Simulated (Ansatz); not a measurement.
**CH3BF2S (SMILES CSB(F)F): PBE/def2-SVP**

What is the energy change on altering one bond length of CH3BF2S at PBE/def2-SVP? 

The calculation is run with Ansatz 0.2.0.

112 further runs of the same task are left out: 112 set aside as unsound or not needed. Runs told in other sessions of the task aren't counted.

**1. The molecule**

CH3BF2S: 8 atoms, total charge 0, spin state singlet. SMILES: `CSB(F)F`. The shape is that of a PBE0-D4/def2-TZVP optimisation.

Bond lengths: C1–S2 1.812 Å, S2–B3 1.791 Å, B3–F4 1.320 Å, B3–F5 1.323 Å, C1–H6 1.088 Å, C1–H7 1.089 Å, C1–H8 1.088 Å. Angles: C1–S2–B3 101.2°, S2–B3–F4 119.6°, S2–B3–F5 122.5°, F4–B3–F5 117.9°, S2–C1–H6 110.8°, S2–C1–H7 106.5°, S2–C1–H8 110.8°, H6–C1–H7 109.3°, H6–C1–H8 110.0°, H7–C1–H8 109.3°.

**2. A single-point energy at PBE/def2-SVP**

Contents of in.yaml:

```yaml
basis:
  gaussian: {orbitals: def2-SVP}
crystal:
  periodic: [false, false, false]
  atoms:
    - {symbol: C, position_ang: [-0.803300, 0.136900, 0.921900]}
    - {symbol: S, position_ang: [0.719300, -0.779600, 0.569900]}
    - {symbol: B, position_ang: [1.068100, -0.245300, -1.103500]}
    - {symbol: F, position_ang: [2.133800, -0.711800, -1.727700]}
    - {symbol: F, position_ang: [0.295400, 0.609600, -1.753200]}
    - {symbol: H, position_ang: [-0.637500, 1.209000, 0.840300]}
    - {symbol: H, position_ang: [-1.080700, -0.107300, 1.946100]}
    - {symbol: H, position_ang: [-1.603000, -0.168600, 0.250500]}
hamiltonian: {xc: {name: PBE}}
accuracy: high
output: {orbitals: {seedname: orbitals}}
```

On the command line:

```console
$ ansatz run in.yaml --threads 1 --pin off --max-ram 2610MiB --events-out events.jsonl --progress --plain --runs-dir runs
```

Output:

```text
Warning: RAYON_NUM_THREADS=1 ignored (pool sized by the plan → 1); use --threads N
Functional definition: PBE
  name "PBE"
  parameter kappa = 0.804
  parameter beta = 0.06672455060314922
  exchange = pbe_x(kappa = kappa, mu = beta*pi^2/3)
  correlation = pbe_c(beta = beta)
2007 factors; integrals over basis functions are off by at most 7.5e-9 eV
mean field evaluation 1: about -18008.0432 eV, gradient 5.4e1 eV
mean field evaluation 2: about -17998.5307 eV, gradient 8.4e1 eV
mean field evaluation 4: about -18014.0385 eV, gradient 3.9e0 eV
mean field evaluation 8: about -18014.0628 eV, gradient 1.0e-1 eV
mean field evaluation 16: about -18014.0628 eV, gradient 1.0e-5 eV
mean field -18014.06284621 eV, -662.0045992278 hartree, gradient 8.7e-8 eV, S^2 0.000000; 0 other end points of the search recorded, 0 dependent functions left out
reference -18014.06284924 eV, -662.0045993394 hartree; 24, 24 occupied and 65, 65 virtual orbitals, 2007 factors
Total energy: -18014.06284924 eV, -662.0045993394 hartree
```

Wall time 5.7 s (1 thread of Arm Neoverse V1, shared host); peak memory 0.22 GiB.

**3. The distorted shape**

Contents of in.yaml:

```yaml
crystal:
  periodic: [false, false, false]
  atoms:
    - {symbol: C, position_ang: [-2.082164, 0.696711, 1.670954]}
    - {symbol: S, position_ang: [-0.559564, -0.219789, 1.318954]}
    - {symbol: B, position_ang: [-0.210764, 0.314511, -0.354446]}
    - {symbol: F, position_ang: [2.133800, -0.711800, -1.727700]}
    - {symbol: F, position_ang: [-0.983464, 1.169411, -1.004146]}
    - {symbol: H, position_ang: [-1.916364, 1.768811, 1.589354]}
    - {symbol: H, position_ang: [-2.359564, 0.452511, 2.695154]}
    - {symbol: H, position_ang: [-2.881864, 0.391211, 0.999554]}
basis:
  gaussian:
    orbitals: def2-SVP
hamiltonian:
  xc: pbe
accuracy: high
output: {orbitals: {seedname: orbitals}}
```

On the command line:

```console
$ ansatz run in.yaml --threads 1 --pin off --max-ram 2610MiB --events-out events.jsonl --progress --plain --runs-dir runs
```

Output (excerpt; [...] marks lines left out):

```text
Warning: RAYON_NUM_THREADS=1 ignored (pool sized by the plan → 1); use --threads N
[... 6 set-up lines as earlier in the session ...]
1943 factors; integrals over basis functions are off by at most 5.9e-9 eV
mean field evaluation 1: about -17996.5467 eV, gradient 6.9e1 eV
mean field evaluation 2: about -17644.7724 eV, gradient 1.9e2 eV
mean field evaluation 4: about -18001.7291 eV, gradient 4.3e1 eV
mean field evaluation 8: about -18003.9689 eV, gradient 4.6e1 eV
mean field evaluation 16: about -18007.8326 eV, gradient 2.0e-8 eV
mean field -18007.83262818 eV, -661.7756429381 hartree, gradient 2.3e-8 eV, S^2 0.000000; 0 other end points of the search recorded, 0 dependent functions left out
reference -18007.83263119 eV, -661.7756430487 hartree; 24, 24 occupied and 65, 65 virtual orbitals, 1943 factors
Total energy: -18007.83263119 eV, -661.7756430487 hartree
```

Run time: 6.3 s. Hardware: 1 thread of Arm Neoverse V1, shared host; peak memory 0.22 GiB.

**4. Outcome**

At PBE/def2-SVP:

```
                                                         quantity          value
                                        first shape: total energy  -662.00460 Eh
                                         first shape: HOMO energy       -6.33 eV
                                         first shape: LUMO energy       -0.44 eV
                                       first shape: HOMO–LUMO gap        5.89 eV
                                    distorted shape: total energy  -661.77564 Eh
                                     distorted shape: HOMO energy       -5.27 eV
                                     distorted shape: LUMO energy       -4.82 eV
                                   distorted shape: HOMO–LUMO gap        0.45 eV
energy change with the B3–F4 bond stretched from 1.320 to 2.905 Å       6.230 eV
```

What this shows: With the B3–F4 bond stretched from 1.320 to 2.905 Å the energy rises by 6.23 eV (144 kcal/mol). The first shape isn't relaxed at this level, so the change isn't measured from a minimum. A restricted reference can't describe the breaking bond well at this length.
